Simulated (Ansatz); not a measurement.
Task: a convergence test of the k-point mesh of TiN, space group Fm-3m, with Ansatz's Python interface. Give the script and its output. Level of theory (first run): PBE, PAW, the default cutoff (420 eV here), 4×4×4 k-points, cold smearing of 0.1 eV. The script varies spacing (1/A): 0.8, 0.6, 0.5, 0.4, 0.33.

Contents of `POSCAR`:
```text
TiN
1.0
   0.00000000    2.11900000    2.11900000
   2.11900000    0.00000000    2.11900000
   2.11900000    2.11900000    0.00000000
Ti N
1 1
Direct
   0.00000000    0.00000000    0.00000000
   0.50000000    0.50000000    0.50000000
```

`run_kconv.py`
```python
import ansatz as az
from ase.io import read
import matplotlib.pyplot as plt

FUNCTIONAL = "pbe"
TOLERANCE = 1e-10

atoms = read("POSCAR", format="vasp")
system = az.Crystal.from_ase(atoms)

base = system.calculation()
base = base.occupations(az.OccupationsMethod.COLD)
base = base.functional(FUNCTIONAL).pseudopotentials("paw")
base = base.scf(tolerance=TOLERANCE)

rows = []
for value in [0.8, 0.6, 0.5, 0.4, 0.33]:
    report = base.kpoints(spacing=value).run().report
    rows.append((value, report["free_energy_ev"] / len(report["lattice"]["sites"]), report["n_iterations"], report["n_kpoints"]))

print("spacing (1/A)   F/atom (eV)    iterations      k-points")
for row in rows:
    print(f"{str(row[0]):>12s}  {row[1]:12.5f}  {row[2]:12d}  {row[3]:12d}")

for row in rows[:-1]:
    shift = 1000 * (row[1] - rows[-1][1])
    print(f"{row[0]}: {shift:+.2f} meV/atom" + ("  (within 1 meV)" if abs(shift) < 1 else ""))
plt.figure(figsize=(4.5, 3))
plt.plot([str(row[0]) for row in rows], [1000 * (row[1] - rows[-1][1]) for row in rows], "o-")
plt.xlabel("spacing (1/A)")
plt.ylabel("F - F(last) (meV/atom)")
plt.tight_layout()
plt.savefig("kconv.png", dpi=100)
```

Running `python run_kconv.py` prints:
```text
DeckWarning: basis.ecutwfc = 420 eV, auto-derived from the records' recommended cutoffs: set by Ti (normal level)
spacing (1/A)   F/atom (eV)    iterations      k-points
         0.8   -1443.53292             6             8
         0.6   -1443.54993             6            10
         0.5   -1443.55866             6            16
         0.4   -1443.55229             6            20
        0.33   -1443.54728             6            29
0.8: +14.36 meV/atom
0.6: -2.66 meV/atom
0.5: -11.38 meV/atom
0.4: -5.02 meV/atom
```
(Warnings from the package without file and line.)

What to keep in mind:
- The run is spin-unpolarised.
- The structure is a deposited one; some such entries were measured under pressure or heat, so a shift against it needn't be the functional's error alone.
- Shifts are counted from the finest mesh, which is itself no proven limit.
- Hardware and time: 3.5 s on 1 thread of Intel(R) Xeon(R) Processor @ 2.30GHz (shared host), peak memory 0.54 GiB.
